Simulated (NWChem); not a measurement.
# One shape, several levels: CHBrClF (SMILES FC(Cl)Br)

Aim: a comparison of 6 runs (BLYP/def2-SVPD, M06-L/def2-SVPD, PBE/def2-SVPD, TPSS/def2-SVPD, r2SCAN/def2-SVPD, revPBE/def2-SVPD) of CHBrClF. 

The calculation is run with NWChem 7.3.0.

### Step 1. The structure to begin with

CHBrClF has 5 atoms, charge 0, and is taken as a singlet. As SMILES, `FC(Cl)Br`. The C2–H5 distance was set to 1.413 Å, away from the relaxed value.

Bond lengths: F1–C2 1.339 Å, C2–Cl3 1.753 Å, C2–Br4 1.934 Å. Angles: F1–C2–Cl3 109.8°, F1–C2–Br4 109.3°, Cl3–C2–Br4 111.8°. A long bond or contact: C2–H5 1.413 Å.

### Step 2. A single-point energy at BLYP/def2-SVPD (run 1)

File run.py:

```python
from ase import Atoms
from ase.calculators.nwchem import NWChem

atoms = Atoms('FCClBrH', positions=[
    [-0.576046, -0.127391, 1.383348],
    [-0.057546, -0.190491, 0.150348],
    [1.288954, -1.312591, 0.129448],
    [-1.440846, -0.705291, -1.099352],
    [0.406800, 1.084900, -0.242500],
])

calc = NWChem(
    label='chbrclf',
    theory='dft',
    memory='2200 mb',
    basis='def2-SVPD',
    basispar='spherical bse',
    dft={'xc': 'becke88 lyp', 'mult': '1', 'grid': 'fine', 'convergence': 'energy 1e-08', 'iterations': '100', 'mulliken': None, 'print': 'low'},
    task='energy',
)
atoms.calc = calc

e = atoms.get_potential_energy()
print(f"E = {e:.6f} eV")
```

Run with:

```console
$ export ASE_NWCHEM_COMMAND="nwchem PREFIX.nwi > PREFIX.nwo"
$ python run.py
```

The program printed:

```text
E = -86323.113501 eV
```

The calculator wrote chbrclf.nwi:

```
title "chbrclf"

permanent_dir chbrclf

scratch_dir chbrclf

start chbrclf

geometry units angstrom nocenter noautosym noautoz
  F  -5.7604599999999995e-01 -1.2739100000000000e-01 1.3833480000000000e+00
  C  -5.7546000000000000e-02 -1.9049099999999999e-01 1.5034800000000001e-01
  Cl 1.2889539999999999e+00 -1.3125910000000001e+00 1.2944800000000001e-01
  Br -1.4408460000000001e+00 -7.0529100000000000e-01 -1.0993520000000001e+00
  H  4.0679999999999999e-01 1.0849000000000000e+00 -2.4249999999999999e-01
end

memory 2200 mb

basis spherical bse noprint
   * library def2-SVPD
end

dft
  xc becke88 lyp
  mult 1
  grid fine
  convergence energy 1e-08
  iterations 100
  mulliken
  print low
end

task dft energy
```

chbrclf.nwo:

```text
Northwest Computational Chemistry Package (NWChem) 7.3.0
             --------------------------------------------------------

           Job information
           ---------------

    nwchem branch   = 7.3.0
    use scalapack   = T
    input           = chbrclf.nwi
    prefix          = chbrclf.
    data base       = chbrclf/chbrclf.db
    status          = startup
    nproc           =        1

           Memory information
           ------------------

[... 5 lines left out ...]
    hardfail = no
[... 40 lines left out ...]
            Nuclear Dipole moment (a.u.)
[... 79 lines left out ...]
         Total DFT energy =    -3172.315935078744
[... 1 line left out ...]
           Coulomb energy =     1688.802617163122
[... 1 line left out ...]
 Nuclear repulsion energy =      321.138538188238
[... 21 lines left out ...]
    Atom       Charge   Shell Charges
 -----------   ------   -------------------------------------------------------
    1 F    9     9.25   1.98  0.98  0.59  0.13  3.19  1.82  0.29  0.01  0.25
    2 C    6     6.77   1.96  0.52  0.22  0.14  1.60  0.96  0.17  1.20
    3 Cl  17    16.59   2.00  1.95  0.95  0.54  0.15  5.82  2.25  2.40  0.30  0.03  0.21
    4 Br  35    34.51   2.00  2.00  1.96  1.01  0.51  0.16  5.99  5.80  2.41  2.18  0.27  7.83  2.04  0.17  0.18
    5 H    1     0.87   0.49  0.20  0.03  0.16

 Task  times  cpu:       16.4s     wall:       16.4s
 Total times  cpu:       16.4s     wall:       16.4s
```

Wall time 17 s (1 thread of AMD EPYC 9R45 (Zen 5), shared host); peak memory 0.12 GiB.

### Step 3. A single-point energy at M06-L/def2-SVPD (run 2)

File run.py:

```python
from ase import Atoms
from ase.calculators.nwchem import NWChem

system = Atoms(['F', 'C', 'Cl', 'Br', 'H'], positions=[
    [-0.576046, -0.127391, 1.383348],
    [-0.057546, -0.190491, 0.150348],
    [1.288954, -1.312591, 0.129448],
    [-1.440846, -0.705291, -1.099352],
    [0.406800, 1.084900, -0.242500],
])

calc = NWChem(
    label='struct',
    theory='dft',
    memory='2200 mb',
    basis='def2-SVPD',
    basispar='spherical bse',
    dft={'xc': 'm06-l', 'mult': '1', 'grid': 'fine', 'convergence': 'energy 1e-08', 'iterations': '100', 'mulliken': None},
    task='energy',
)
system.calc = calc

print("Total energy (eV):", round(system.get_potential_energy(), 6))
print("dipole (e A):", system.get_dipole_moment().round(4))
```

Run with:

```console
$ export ASE_NWCHEM_COMMAND="nwchem PREFIX.nwi > PREFIX.nwo"
$ python run.py
```

The program printed:

```text
Total energy (eV): -86319.898775
dipole (e A): [ 0.0694  0.182  -0.0997]
```

The calculator wrote struct.nwi:

```
title "struct"

permanent_dir struct

scratch_dir struct

start struct

geometry units angstrom nocenter noautosym noautoz
  F  -5.7604599999999995e-01 -1.2739100000000000e-01 1.3833480000000000e+00
  C  -5.7546000000000000e-02 -1.9049099999999999e-01 1.5034800000000001e-01
  Cl 1.2889539999999999e+00 -1.3125910000000001e+00 1.2944800000000001e-01
  Br -1.4408460000000001e+00 -7.0529100000000000e-01 -1.0993520000000001e+00
  H  4.0679999999999999e-01 1.0849000000000000e+00 -2.4249999999999999e-01
end

memory 2200 mb

basis spherical bse noprint
   * library def2-SVPD
end

dft
  xc m06-l
  mult 1
  grid fine
  convergence energy 1e-08
  iterations 100
  mulliken
end

task dft energy
```

struct.nwo:

```text
Northwest Computational Chemistry Package (NWChem) 7.3.0
             --------------------------------------------------------

           Job information
           ---------------

    nwchem branch   = 7.3.0
    use scalapack   = T
    input           = struct.nwi
    prefix          = struct.
    data base       = struct/struct.db
    status          = startup
    nproc           =        1

           Memory information
           ------------------

[... 5 lines left out ...]
    hardfail = no
[... 115 lines left out ...]
          Convergence on energy requested:  1.00D-08
[... 25 lines left out ...]
          Convergence Information
[... 30 lines left out ...]
 1-e energy   =   -5047.140199
[... 42 lines left out ...]
      One electron energy =    -5047.758749625683
[... 8 lines left out ...]
                       DFT Final Molecular Orbital Analysis
[... 877 lines left out ...]
     Multipole analysis of the density
     ---------------------------------

     L   x y z        total         alpha         beta         nuclear
     -   - - -        -----         -----         ----         -------
     0   0 0 0     -0.000000    -34.000000    -34.000000     68.000000

     1   1 0 0      0.131152     31.851034     31.851034    -63.570915
[... 8 lines of this table left out ...]
     2   0 0 2    -32.029303   -123.150657   -123.150657    214.272010

 Task  times  cpu:       22.3s     wall:       22.3s
 Total times  cpu:       22.3s     wall:       22.3s
```

It took 23 s on 1 thread of AMD EPYC 9R45 (Zen 5), shared host; peak memory 0.12 GiB.

### Step 4. The energy at PBE/def2-SVPD (run 3)

File run.py:

```python
from ase import Atoms
from ase.calculators.nwchem import NWChem

system = Atoms('FCClBrH', positions=[
    [-0.576046, -0.127391, 1.383348],
    [-0.057546, -0.190491, 0.150348],
    [1.288954, -1.312591, 0.129448],
    [-1.440846, -0.705291, -1.099352],
    [0.406800, 1.084900, -0.242500],
])

calc = NWChem(
    label='mymol',
    theory='dft',
    memory='2200 mb',
    basis='def2-SVPD',
    basispar='spherical bse',
    dft={'xc': 'xpbe96 cpbe96', 'mult': '1', 'grid': 'fine', 'convergence': 'energy 1e-08', 'iterations': '100', 'mulliken': None},
    task='energy',
)
system.calc = calc

print(f"energy = {system.get_potential_energy():.6f} eV")
print("dipole (e A):", system.get_dipole_moment().round(4))
```

Run with:

```console
$ export ASE_NWCHEM_COMMAND="nwchem PREFIX.nwi > PREFIX.nwo"
$ python run.py
```

The program printed:

```text
energy = -86303.792295 eV
dipole (e A): [ 0.0814  0.1714 -0.0895]
```

The calculator wrote mymol.nwi:

```
title "mymol"

permanent_dir mymol

scratch_dir mymol

start mymol

geometry units angstrom nocenter noautosym noautoz
  F  -5.7604599999999995e-01 -1.2739100000000000e-01 1.3833480000000000e+00
  C  -5.7546000000000000e-02 -1.9049099999999999e-01 1.5034800000000001e-01
  Cl 1.2889539999999999e+00 -1.3125910000000001e+00 1.2944800000000001e-01
  Br -1.4408460000000001e+00 -7.0529100000000000e-01 -1.0993520000000001e+00
  H  4.0679999999999999e-01 1.0849000000000000e+00 -2.4249999999999999e-01
end

memory 2200 mb

basis spherical bse noprint
   * library def2-SVPD
end

dft
  xc xpbe96 cpbe96
  mult 1
  grid fine
  convergence energy 1e-08
  iterations 100
  mulliken
end

task dft energy
```

mymol.nwo:

```text
Northwest Computational Chemistry Package (NWChem) 7.3.0
             --------------------------------------------------------

           Job information
           ---------------

    nwchem branch   = 7.3.0
    use scalapack   = T
    input           = mymol.nwi
    prefix          = mymol.
    data base       = mymol/mymol.db
    status          = startup
    nproc           =        1

           Memory information
           ------------------

[... 5 lines left out ...]
    hardfail = no
[... 117 lines left out ...]
          Convergence on energy requested:  1.00D-08
[... 25 lines left out ...]
          Convergence Information
[... 30 lines left out ...]
 1-e energy   =   -5047.140199
[... 42 lines left out ...]
      One electron energy =    -5046.754697439194
[... 8 lines left out ...]
                       DFT Final Molecular Orbital Analysis
[... 879 lines left out ...]
     Multipole analysis of the density
     ---------------------------------

     L   x y z        total         alpha         beta         nuclear
     -   - - -        -----         -----         ----         -------
     0   0 0 0     -0.000000    -34.000000    -34.000000     68.000000

     1   1 0 0      0.153796     31.862355     31.862355    -63.570915
[... 8 lines of this table left out ...]
     2   0 0 2    -32.323775   -123.297893   -123.297893    214.272010

 Task  times  cpu:       15.1s     wall:       15.1s
 Total times  cpu:       15.1s     wall:       15.1s
```

Wall time 16 s (1 thread of AMD EPYC 9R45 (Zen 5), shared host); peak memory 0.12 GiB.

Runs 4 to 5 aren't shown in full; the table further down has their settings and results.

### Step 5. The energy at revPBE/def2-SVPD (run 6)

File run.nw:

```
echo
START run
memory total 2200 mb

GEOMETRY noautosym nocenter noautoz
   F    -0.576046   -0.127391    1.383348
   C    -0.057546   -0.190491    0.150348
   Cl    1.288954   -1.312591    0.129448
   Br   -1.440846   -0.705291   -1.099352
   H     0.406800    1.084900   -0.242500
END

BASIS "ao basis" spherical bse
   F library def2-SVPD
   C library def2-SVPD
   Cl library def2-SVPD
   Br library def2-SVPD
   H library def2-SVPD
END

DFT
   xc revpbe cpbe96
   grid fine
   convergence energy 1e-08
   iterations 100
   mulliken
   noprint "final vectors analysis"
END

TASK dft
```

Run with:

```console
$ nwchem run.nw > run.out
```

The program printed:

```text
[...]
          Wavefunction type:  closed shell.
          No. of atoms     :     5
          No. of electrons :    68
[...]
          Charge           :     0
          Spin multiplicity:     1
[...]
          AO basis - number of functions:   119
[...]
              XC Information
              --------------
                        RevPBE Exchange Functional  1.000
            Perdew 1991 LDA Correlation Functional  1.000 local
           PerdewBurkeErnz. Correlation Functional  1.000 non-local
[...]
 d= 0,ls=0.0,diis     1  -3171.7919235536 -3.49D+03  2.12D-02  1.55D+00     2.0
[...]
 d= 0,ls=0.0,diis    10  -3171.9712459010 -2.90D-09  3.24D-07  2.53D-09    15.0
         Total DFT energy =    -3171.971245901017
      One electron energy =    -5046.846553038121
           Coulomb energy =     1689.051588113767
    Exchange-Corr. energy =     -135.314819164901
 Nuclear repulsion energy =      321.138538188238
[...]
      Total Density - Mulliken Population Analysis
     ---------------------------------------------
    Atom       Charge   Shell Charges
 -----------   ------   -------------------------------------------------------
    1 F    9     9.28   1.99  1.15  0.77  0.06  3.33  1.82  0.13  0.01  0.01
    2 C    6     5.75   1.99  0.99  0.16 -0.09  1.83  0.80  0.09 -0.02
    3 Cl  17    17.29   2.00  1.98  1.30  0.65  0.02  5.93  2.16  2.97  0.21  0.03  0.03
    4 Br  35    35.04   2.00  2.00  1.99  1.49  0.46  0.02  6.00  5.97  2.38  2.55  0.13  8.19  1.75  0.11  0.02
    5 H    1     0.64   0.64 -0.03  0.01  0.02
[...]
```

Wall time 16 s (1 thread of AMD EPYC 9R45 (Zen 5), shared host); peak memory 0.12 GiB.

### Step 6. The series

```csv
run,level,energy (Eh),wall time
1,BLYP/def2-SVPD,-3172.315935,17 s
2,M06-L/def2-SVPD,-3172.197796,23 s
3,PBE/def2-SVPD,-3171.605894,16 s
4,TPSS/def2-SVPD,-3172.261866,17 s
5,r2SCAN/def2-SVPD,-3172.211846,17 s
6,revPBE/def2-SVPD,-3171.971246,16 s
```

### Step 7. Summary of results

| quantity | value |
| --- | --- |
| run 6: total energy | -3171.97125 Eh |
| run 6: dipole moment | 0.98 D |

What this shows: Over runs 2, 3, 4, 5, 6 the dipole moment (its size) runs from 0.98 D (revPBE/def2-SVPD) to 1.06 D (r2SCAN/def2-SVPD). Over runs 2, 3, 4 the HOMO–LUMO gap runs from 5.03 eV (PBE/def2-SVPD) to 5.59 eV (M06-L/def2-SVPD). Totals of different functionals can't be ranked against each other. All runs together took 1.8 min, the longest 23 s.
